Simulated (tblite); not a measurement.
# C5H16AlNO: the cost of one run

Programs: tblite 0.8.0 and PySCF 2.14.0, with density-fitted response routines of our own. Each step states its level of theory. These are calculated values for one molecule in the gas phase, unless marked as measured. Atoms are numbered from 0 throughout.

## (1) The molecule as given

24 atoms, charge 0, multiplicity 1; geometry from: force field or distance geometry start.

Bonds of the start (Å): C0–C1 1.53, C1–C2 1.47, C2–N3 1.41, N3–C4 1.46, N3–Al5 1.90, Al5–O6 1.82, O6–C7 1.40, C0–H8 1.09, C0–H9 1.11, C0–H10 1.12, C1–H11 1.11, C1–H12 1.12, C2–H13 1.10, C2–H14 1.12, N3–H15 1.05, C4–H16 1.09, C4–H17 1.10, C4–H18 1.13, Al5–H19 1.62, Al5–H20 1.59, C7–H21 1.10, C7–H22 1.12, C7–H23 1.12.

## (2) Geometry optimisation with GFN2-xTB

Job settings and geometry (Å):

```
{"job": {"kind": "relax", "xc": "GFN2-xTB", "basis": "xTB"}, "charge": 0, "multiplicity": 1}
C      2.911100     0.255000     0.726100
C      1.700600     1.156200     0.468400
C      0.878800     0.593000    -0.611900
N      0.319200    -0.695100    -0.441900
C      0.244600    -1.284100    -1.777800
Al    -1.448800    -0.735600     0.257600
O     -2.284500     0.877500     0.260700
C     -3.451900     0.748400     1.022700
H      2.855400    -0.722300     0.250300
H      3.839900     0.738600     0.364300
H      3.070400     0.091300     1.826400
H      1.154900     1.417000     1.400900
H      2.140900     2.129100     0.126500
H      0.082500     1.296500    -0.914500
H      1.547400     0.518200    -1.510600
H      0.897700    -1.311600     0.179100
H     -0.021200    -2.344800    -1.771000
H      1.182800    -1.059500    -2.302500
H     -0.563700    -0.674300    -2.284600
H     -1.444100    -1.425000     1.728300
H     -2.299500    -1.720200    -0.657000
H     -3.914100     1.743900     1.049900
H     -3.227400     0.388400     2.063500
H     -4.182800     0.038900     0.554700
```

On the command line:

```console
$ OMP_NUM_THREADS=1 python probes_run.py task.json out
```

The driver reads the jobs from task.json and runs them one after another.

Q: Estimate the wall time of this first job on 1 thread of Arm Neoverse N1, shared host.

About 2.7 s.
